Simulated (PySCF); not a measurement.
# A gas-phase reaction: BH3O2S + H4Si → BH5O2Si + H2S

Aim: the reaction energy of `OB(O)S` + `[SiH4]` → `OB(O)[SiH3]` + `S`.

Programs: PySCF 2.14.0. All values are calculated, for the isolated system unless a continuum is named. Atoms count from 0, parts from 1.

## 1. The system as given

Each species was relaxed by itself at PBE0-D3(BJ)/def2-SVPD.

## 2. Reaction energy: wB97M-D3(BJ)/def2-TZVPD

Job settings and geometry (Å):

```
{"job": {"kind": "react", "xc": "wB97M-D3(BJ)", "basis": "def2-TZVPD"}, "charge": 0, "multiplicity": 1}
-1 BH3O2S charge 0 multiplicity 1
O     -1.098210     0.825220    -0.472270
B     -0.070990     0.061590    -0.002060
O      0.066090    -0.122840     1.335370
S      1.124300    -0.716740    -1.150030
H     -1.146520     0.920400    -1.425470
H     -0.616580     0.331060     1.839460
H      1.857110    -1.304670    -0.182430

-1 H4Si charge 0 multiplicity 1
Si    -0.007230    -0.004010    -0.000150
H     -0.407400    -0.918190    -1.108760
H     -0.658620     1.324150    -0.191300
H      1.474880     0.163880    -0.004600
H     -0.437780    -0.585900     1.304040

+1 BH5O2Si charge 0 multiplicity 1
O      1.539920     0.621590     0.329880
B      0.471500    -0.218110     0.210800
O      0.512630    -1.545380     0.523130
Si    -1.274630     0.543060    -0.509470
H      2.360790     0.232390     0.649240
H      1.355420    -1.888960     0.837680
H     -1.300410     0.417140    -2.001940
H     -1.422100     1.992220    -0.173740
H     -2.457480    -0.195950     0.028480

+1 H2S charge 0 multiplicity 1
S     -0.003070     0.615370     0.005580
H     -0.983000    -0.313060    -0.008650
H      0.966740    -0.323700    -0.002120
```

Method: wB97M-D3(BJ)/def2-TZVPD reaction energy of separated species, gas phase.

Command:

```
$ OMP_NUM_THREADS=1 python cluster_run.py task.json out
```

The driver reads the jobs from task.json and runs them one after another.

The log of the run:

```text
species 1 (BH3O2S)
coarse grid: 29272 points
cycle   1  E = -575.4823191878  dE =  5.490e-01  |g| = 8.160e-01  |ddm| = 1.999e+00
cycle   2  E = -575.4962051835  dE = -1.389e-02  |g| = 8.566e-01  |ddm| = 1.161e+00
cycle   3  E = -575.6113592734  dE = -1.152e-01  |g| = 4.845e-02  |ddm| = 5.596e-01
cycle   4  E = -575.6120037955  dE = -6.445e-04  |g| = 1.889e-02  |ddm| = 7.814e-02
cycle   5  E = -575.6121024311  dE = -9.864e-05  |g| = 6.146e-03  |ddm| = 2.929e-02
cycle   6  E = -575.6121121159  dE = -9.685e-06  |g| = 1.342e-03  |ddm| = 8.577e-03
final grid: 61488 points
cycle   7  E = -575.6120978707  dE = -4.572e-07  |g| = 1.299e-03  |ddm| = 4.138e-03
cycle   8  E = -575.6120978482  dE =  2.256e-08  |g| = 1.481e-03  |ddm| = 1.648e-03
cycle   9  E = -575.6120981976  dE = -3.494e-07  |g| = 8.447e-05  |ddm| = 7.817e-04
cycle  10  E = -575.6120982019  dE = -4.383e-09  |g| = 4.364e-05  |ddm| = 2.129e-04
cycle  11  E = -575.6120982029  dE = -9.343e-10  |g| = 5.117e-06  |ddm| = 9.322e-05
converged SCF energy = -575.6120982029

species 2 (H4Si)
coarse grid: 16304 points
cycle   1  E = -291.9161032443  dE = -3.418e-01  |g| = 1.181e-01  |ddm| = 1.459e+00
cycle   2  E = -291.9202079214  dE = -4.105e-03  |g| = 4.771e-02  |ddm| = 1.966e-01
cycle   3  E = -291.9206116283  dE = -4.037e-04  |g| = 9.758e-03  |ddm| = 5.319e-02
cycle   4  E = -291.9206530674  dE = -4.144e-05  |g| = 1.607e-03  |ddm| = 1.807e-02
cycle   5  E = -291.9206544691  dE = -1.402e-06  |g| = 2.633e-04  |ddm| = 5.396e-03
final grid: 33416 points
cycle   6  E = -291.9206464319  dE = -7.885e-08  |g| = 1.421e-04  |ddm| = 8.224e-04
cycle   7  E = -291.9206464411  dE = -9.210e-09  |g| = 5.540e-05  |ddm| = 3.338e-04
cycle   8  E = -291.9206464422  dE = -1.099e-09  |g| = 1.829e-05  |ddm| = 3.988e-05
cycle   9  E = -291.9206464425  dE = -2.642e-10  |g| = 1.072e-06  |ddm| = 3.968e-05
converged SCF energy = -291.9206464425

species 3 (BH5O2Si)
coarse grid: 34312 points
cycle   1  E = -467.9190484858  dE =  3.054e-01  |g| = 8.209e-01  |ddm| = 2.263e+00
cycle   2  E = -467.9272116345  dE = -8.163e-03  |g| = 8.732e-01  |ddm| = 1.410e+00
cycle   3  E = -468.0477065619  dE = -1.205e-01  |g| = 4.044e-02  |ddm| = 6.586e-01
cycle   4  E = -468.0482445444  dE = -5.380e-04  |g| = 1.271e-02  |ddm| = 6.591e-02
cycle   5  E = -468.0483065557  dE = -6.201e-05  |g| = 2.134e-03  |ddm| = 2.862e-02
cycle   6  E = -468.0483095216  dE = -2.966e-06  |g| = 7.770e-04  |ddm| = 6.120e-03
final grid: 72416 points
cycle   7  E = -468.0482883805  dE = -2.517e-07  |g| = 3.815e-04  |ddm| = 4.595e-03
cycle   8  E = -468.0482884210  dE = -4.043e-08  |g| = 2.383e-04  |ddm| = 9.482e-04
cycle   9  E = -468.0482884348  dE = -1.386e-08  |g| = 4.325e-05  |ddm| = 2.183e-04
cycle  10  E = -468.0482884360  dE = -1.133e-09  |g| = 3.241e-05  |ddm| = 1.239e-04
cycle  11  E = -468.0482884362  dE = -2.856e-10  |g| = 2.011e-06  |ddm| = 6.378e-05
converged SCF energy = -468.0482884362

species 4 (H2S)
coarse grid: 11264 points
cycle   1  E = -399.4336010998  dE = -1.424e-01  |g| = 1.945e-01  |ddm| = 1.016e+00
cycle   2  E = -399.4459451862  dE = -1.234e-02  |g| = 1.106e-01  |ddm| = 2.399e-01
cycle   3  E = -399.4491445967  dE = -3.199e-03  |g| = 1.578e-02  |ddm| = 9.278e-02
cycle   4  E = -399.4492189386  dE = -7.434e-05  |g| = 4.851e-03  |ddm| = 1.790e-02
cycle   5  E = -399.4492311759  dE = -1.224e-05  |g| = 9.336e-04  |ddm| = 7.536e-03
cycle   6  E = -399.4492319071  dE = -7.312e-07  |g| = 1.776e-04  |ddm| = 2.124e-03
final grid: 22496 points
cycle   7  E = -399.4492195614  dE = -2.325e-08  |g| = 1.134e-04  |ddm| = 6.078e-04
cycle   8  E = -399.4492195644  dE = -2.977e-09  |g| = 6.804e-05  |ddm| = 1.500e-04
cycle   9  E = -399.4492195652  dE = -7.680e-10  |g| = 8.739e-06  |ddm| = 5.991e-05
converged SCF energy = -399.4492195652

Reaction energy = 22.272 kcal/mol
```

Run time: 47 s. Hardware: 1 thread of Arm Neoverse N1, shared host; peak memory 0.72 GiB.

Species by species (with the dispersion term, which the log's SCF energies lack):

```csv
ν,species,energy (Eh),HOMO (eV)
-1,OB(O)S,-575.61832,-9.90
-1,[SiH4],-291.92342,-12.22
+1,OB(O)[SiH3],-468.05569,-10.66
+1,S,-399.45056,-9.89
```

## 3. Reaction energy: PBE0-D3(BJ)/def2-TZVPD

Same as in step 2 but for these lines:

```diff
@@ -1,2 +1,2 @@
-{"job": {"kind": "react", "xc": "wB97M-D3(BJ)", "basis": "def2-TZVPD"}, "charge": 0, "multiplicity": 1}
+{"job": {"kind": "react", "xc": "PBE0", "basis": "def2-TZVPD", "disp": "d3bj"}, "charge": 0, "multiplicity": 1}
 -1 BH3O2S charge 0 multiplicity 1
```

Level: PBE0-D3(BJ)/def2-TZVPD reaction energy of separated species, gas phase.

The log of the run:

```text
species 1 (BH3O2S)
coarse grid: 6744 points
cycle   1  E = -575.0630634587  dE =  5.157e-01  |g| = 8.534e-01  |ddm| = 2.068e+00
cycle   2  E = -574.9137281530  dE =  1.493e-01  |g| = 1.260e+00  |ddm| = 1.567e+00
cycle   3  E = -575.1907705593  dE = -2.770e-01  |g| = 7.308e-02  |ddm| = 1.024e+00
cycle   4  E = -575.1919440172  dE = -1.173e-03  |g| = 3.050e-02  |ddm| = 1.075e-01
cycle   5  E = -575.1921499633  dE = -2.059e-04  |g| = 4.495e-03  |ddm| = 3.440e-02
cycle   6  E = -575.1921528276  dE = -2.864e-06  |g| = 1.894e-03  |ddm| = 5.110e-03
final grid: 61488 points
cycle   7  E = -575.1914122416  dE = -5.355e-05  |g| = 6.817e-03  |ddm| = 8.615e-02
cycle   8  E = -575.1914093009  dE =  2.941e-06  |g| = 7.657e-03  |ddm| = 1.007e-02
cycle   9  E = -575.1914187660  dE = -9.465e-06  |g| = 1.286e-03  |ddm| = 5.576e-03
cycle  10  E = -575.1914190275  dE = -2.615e-07  |g| = 2.427e-04  |ddm| = 9.983e-04
cycle  11  E = -575.1914190387  dE = -1.120e-08  |g| = 9.582e-05  |ddm| = 2.558e-04
cycle  12  E = -575.1914190403  dE = -1.619e-09  |g| = 2.273e-05  |ddm| = 6.972e-05
cycle  13  E = -575.1914190404  dE = -1.130e-10  |g| = 6.614e-06  |ddm| = 2.526e-05
converged SCF energy = -575.1914190404

species 2 (H4Si)
coarse grid: 4104 points
cycle   1  E = -291.7551756965  dE = -2.942e-01  |g| = 9.468e-02  |ddm| = 1.333e+00
cycle   2  E = -291.7566345634  dE = -1.459e-03  |g| = 3.382e-02  |ddm| = 1.418e-01
cycle   3  E = -291.7567145311  dE = -7.997e-05  |g| = 5.643e-03  |ddm| = 2.098e-02
cycle   4  E = -291.7567191070  dE = -4.576e-06  |g| = 1.115e-03  |ddm| = 1.062e-02
final grid: 33416 points
cycle   5  E = -291.7561327844  dE = -2.973e-06  |g| = 4.882e-04  |ddm| = 5.833e-03
cycle   6  E = -291.7561328412  dE = -5.681e-08  |g| = 2.562e-04  |ddm| = 1.375e-03
cycle   7  E = -291.7561328643  dE = -2.315e-08  |g| = 6.436e-05  |ddm| = 3.923e-04
cycle   8  E = -291.7561328648  dE = -4.499e-10  |g| = 7.523e-06  |ddm| = 7.778e-05
converged SCF energy = -291.7561328648

species 3 (BH5O2Si)
coarse grid: 7984 points
cycle   1  E = -467.5231776523  dE =  2.857e-01  |g| = 8.568e-01  |ddm| = 2.316e+00
cycle   2  E = -467.3737148303  dE =  1.495e-01  |g| = 1.261e+00  |ddm| = 1.842e+00
cycle   3  E = -467.6528380376  dE = -2.791e-01  |g| = 5.236e-02  |ddm| = 1.156e+00
cycle   4  E = -467.6533318330  dE = -4.938e-04  |g| = 1.763e-02  |ddm| = 6.387e-02
cycle   5  E = -467.6534018352  dE = -7.000e-05  |g| = 4.414e-03  |ddm| = 1.944e-02
cycle   6  E = -467.6534072014  dE = -5.366e-06  |g| = 5.351e-04  |ddm| = 5.710e-03
final grid: 72416 points
cycle   7  E = -467.6507788378  dE = -4.619e-05  |g| = 5.159e-03  |ddm| = 1.022e-01
cycle   8  E = -467.6507752999  dE =  3.538e-06  |g| = 6.845e-03  |ddm| = 7.387e-03
cycle   9  E = -467.6507832774  dE = -7.978e-06  |g| = 5.420e-04  |ddm| = 4.592e-03
cycle  10  E = -467.6507833247  dE = -4.726e-08  |g| = 1.796e-04  |ddm| = 6.255e-04
cycle  11  E = -467.6507833321  dE = -7.377e-09  |g| = 4.854e-05  |ddm| = 1.846e-04
cycle  12  E = -467.6507833324  dE = -3.370e-10  |g| = 2.231e-05  |ddm| = 4.197e-05
converged SCF energy = -467.6507833324

species 4 (H2S)
coarse grid: 2864 points
cycle   1  E = -399.2518631734  dE = -9.251e-02  |g| = 1.630e-01  |ddm| = 1.023e+00
cycle   2  E = -399.2538573208  dE = -1.994e-03  |g| = 1.600e-01  |ddm| = 2.978e-01
cycle   3  E = -399.2614717329  dE = -7.614e-03  |g| = 1.497e-02  |ddm| = 1.477e-01
cycle   4  E = -399.2614863451  dE = -1.461e-05  |g| = 1.103e-03  |ddm| = 5.881e-03
cycle   5  E = -399.2614867255  dE = -3.804e-07  |g| = 6.136e-04  |ddm| = 1.717e-03
final grid: 22496 points
cycle   6  E = -399.2625174588  dE = -7.085e-06  |g| = 4.896e-03  |ddm| = 1.692e-02
cycle   7  E = -399.2625180914  dE = -6.326e-07  |g| = 3.960e-03  |ddm| = 6.698e-03
cycle   8  E = -399.2625210236  dE = -2.932e-06  |g| = 2.911e-04  |ddm| = 3.504e-03
cycle   9  E = -399.2625210514  dE = -2.778e-08  |g| = 3.582e-05  |ddm| = 2.357e-04
cycle  10  E = -399.2625210518  dE = -3.623e-10  |g| = 6.382e-06  |ddm| = 2.919e-05
converged SCF energy = -399.2625210518

Reaction energy = 21.456 kcal/mol
```

Run time: 24 s. Hardware: 1 thread of Arm Neoverse N1, shared host; peak memory 0.6 GiB.

Reaction energy at this level: 21.46 kcal/mol.

## 4. Side by side

Energies in kcal/mol, with wall time:

```csv
run,reaction,time
wB97M-D3(BJ)/def2-TZVPD,22.27,47 s
PBE0-D3(BJ)/def2-TZVPD,21.46,24 s
```

## 5. Outcome

```
                                                quantity                    value
               reaction energy (wB97M-D3(BJ)/def2-TZVPD)           22.27 kcal/mol
                     ΔH, ΔG at 298 K (xTB thermal terms)    +21.1, +20.7 kcal/mol
range of the reaction energy over the runs of this table  21.46 to 22.27 kcal/mol
```

**Reading.** The reaction is endothermic by 21.1 kcal/mol in the gas phase; dispersion gives +0.16, and xTB itself gave 26.23 for the electronic energy (xTB energies and thermal terms come from the earlier relaxation of each species, not shown). No barrier was sought. The reaction energy runs from 21.46 (PBE0-D3(BJ)/def2-TZVPD) to 22.27 kcal/mol (wB97M-D3(BJ)/def2-TZVPD).
